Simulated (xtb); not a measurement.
# GFN0-xTB run of InH2F (SMILES [F][InH2])

Wanted: an optimisation with harmonic vibrations of InH2F. 

The results are computed with xtb 6.7.1.

3 further runs of the same task are left out: 3 set aside as unsound or not needed.

## 1. Starting point

The species is InH2F (4 atoms), meant as a singlet with charge 0. SMILES: `[F][InH2]`. All atoms were displaced at random from a relaxed shape. The run starts from this shape.

Bond lengths: F1–In2 1.989 Å, In2–H3 1.770 Å, In2–H4 1.724 Å. Angles: F1–In2–H3 108.8°, F1–In2–H4 109.7°, H3–In2–H4 141.4°.

## 2. An optimisation with harmonic vibrations at GFN0-xTB

Contents of .CHRG:

```
0
```

Contents of .UHF:

```
0
```

Contents of struc.xyz:

```xyz
4

F     -1.62901    -0.58345     0.22089
In     0.23513     0.06610    -0.02066
H      1.34093    -1.06288     0.77655
H      0.23204     1.49616    -0.98285
```

Started as:

```sh
$ xtb struc.xyz --gfn0 --ohess tight --pop -P 1 > out.txt
```

Q: Predict the results. Wanted: total energy at the end; dipole moment; HOMO energy; LUMO energy; HOMO–LUMO gap; dispersion energy; mean polarisability; lowest harmonic wavenumber; highest harmonic wavenumber.

Computed results:

Level: GFN0-xTB.

| quantity | value |
| --- | --- |
| total energy at the end | -6.32194 Eh |
| dipole moment | 3.57 D |
| HOMO energy | -12.03 eV |
| LUMO energy | -7.13 eV |
| HOMO–LUMO gap | 4.90 eV |
| dispersion energy | -1.03 kJ/mol |
| mean polarisability (D4 model) | 42.2 bohr³ |
| lowest harmonic wavenumber | 264 cm⁻¹ |
| highest harmonic wavenumber | 1751 cm⁻¹ |
| zero-point energy | 28.4 kJ/mol |

**Reading.** At the final geometry: Bond lengths: F1–In2 1.936 Å, In2–H3 1.664 Å, In2–H4 1.664 Å. Angles: F1–In2–H3 112.5°, F1–In2–H4 112.5°, H3–In2–H4 135.1°. All 6 modes are real, so the shape is a minimum at this level.
